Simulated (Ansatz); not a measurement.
# La3Tl: the cost of one run

Method: DFT LDA, scalar-relativistic, in Ansatz 0.2.0.

### Step 1. Starting point

The structure is cubic, space group Pm-3m (No. 221). Conventional cell: a = 5.060 Å, b = 5.060 Å, c = 5.060 Å, α = 90.00°, β = 90.00°, γ = 90.00°. Around La (site symmetry 4/mmm) lie 8 La at 3.58 Å and 4 Tl at 3.58 Å. Tl (site symmetry m-3m) is surrounded by 12 La at 3.58 Å.

Coordinates:

```xyz
4
Lattice="5.0600 0.0000 0.0000 0.0000 5.0600 0.0000 0.0000 0.0000 5.0600" Properties=species:S:1:pos:R:3 pbc="T T T"
La    0.0000    2.5300    2.5300
La    2.5300    0.0000    2.5300
La    2.5300    2.5300    0.0000
Tl    0.0000    0.0000    0.0000
```

Atoms are numbered in the order of the input: La1, La2, La3, Tl4.

### Step 2. After the deformation

Space group Pm-3m before, R-3m after.

### Step 3. All-electron LAPW

input.yaml reads:

```yaml
crystal:
  lattice:
    - [5.06, -0.0253, -0.0253]
    - [-0.0253, 5.06, -0.0253]
    - [-0.0253, -0.0253, 5.06]
  atoms:
    - { symbol: La, position: [0.0, 0.5, 0.5] }
    - { symbol: La, position: [0.5, 0.0, 0.5] }
    - { symbol: La, position: [0.5, 0.5, 0.0] }
    - { symbol: Tl, position: [0.0, 0.0, 0.0] }
kpoints:
  mp_grid: { grid: [8, 8, 8] }
  band_path:
    path:
      - [0.0, 0.0, 0.0]
      - [0.5, 0.0, 0.0]
      - [0.5, -0.5, 0.5]
      - [0.4901240068, -0.5098759932, 0.4901240068]
      - [0.4901240068, 0.4901240068, 0.4901240068]
      - [0.0, 0.0, 0.0]
      - [0.5, -0.5, 0.0]
    npoints: 5
scf:
  occupations: { method: fermi_dirac, width: 0.08 }
hamiltonian:
  xc: lda
  pseudopotentials: { kind: all_electron, lapw: { basis_error: 0.0005 } }
output:
  forces: true
  stress: true
  eigenvalues: true
```

Command:

```bash
> ansatz run input.yaml --threads 1 --pin off --max-ram 4096MiB --backend cpu --events-out ev --progress --plain --runs-dir out
```

Q: Estimate wall time and peak memory on 1 thread of Arm Neoverse V2, shared host.

About 2.1 min, with a peak of 0.8 GiB.
